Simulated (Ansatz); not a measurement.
**Pt3Rh under changes of volume**

One of the cells (14.943 Å³/atom); the others are scaled copies at fixed shape and fractional positions:

```
CELL_PARAMETERS angstrom
3.90987 0.00000 0.00000
0.00000 3.90987 0.00000
0.00000 0.00000 3.90987
ATOMIC_POSITIONS crystal
Pt 0.00000 0.00000 0.50000
Pt 0.00000 0.50000 0.00000
Pt 0.50000 0.00000 0.00000
Rh 0.50000 0.50000 0.50000
```

The cell comes from a database or a generator and needn't be the stable form of this composition.

```yaml
Program: Ansatz 0.2.0
Functional: PBEsol
Potentials_or_basis: all-electron LAPW, scalar-relativistic
Cutoff: 272 eV (chosen from the basis error)
Basis_error_allowed: 0.001 eV/atom
k_mesh: 7 × 7 × 7
Occupations: fermi-dirac, width 0.05 eV
Spin: no spin polarisation
```

| volume (Å³/atom) | energy over the lowest point (meV/atom) | pressure (GPa) |
| --- | --- | --- |
| 14.046 | ? | ? |
| 14.345 | 5.28 | 6.2 |
| 14.644 | 0.00 | -0.1 |
| 14.943 | 5.75 | -5.6 |
| 15.241 | 21.19 | -10.5 |
| 15.540 | 45.13 | -14.7 |
| 15.839 | 76.53 | -18.5 |

Problem. What does the run at 14.046 Å³/atom give?

Solution. Energy over the lowest point 23.10 meV/atom; pressure 13.4 GPa.

Worked out: A Birch-Murnaghan fit of order 3 (a polynomial in V^(-2/3)) to the other rows has its minimum at 14.63 Å³/atom with B0 = V·E''(V) = 291 GPa and B' = 5.4. It gives 23.20 meV/atom at 14.046 Å³/atom, against the run's 23.10, and -dE/dV = 13.3 GPa, against 13.4.

Energies are extrapolated to zero smearing.
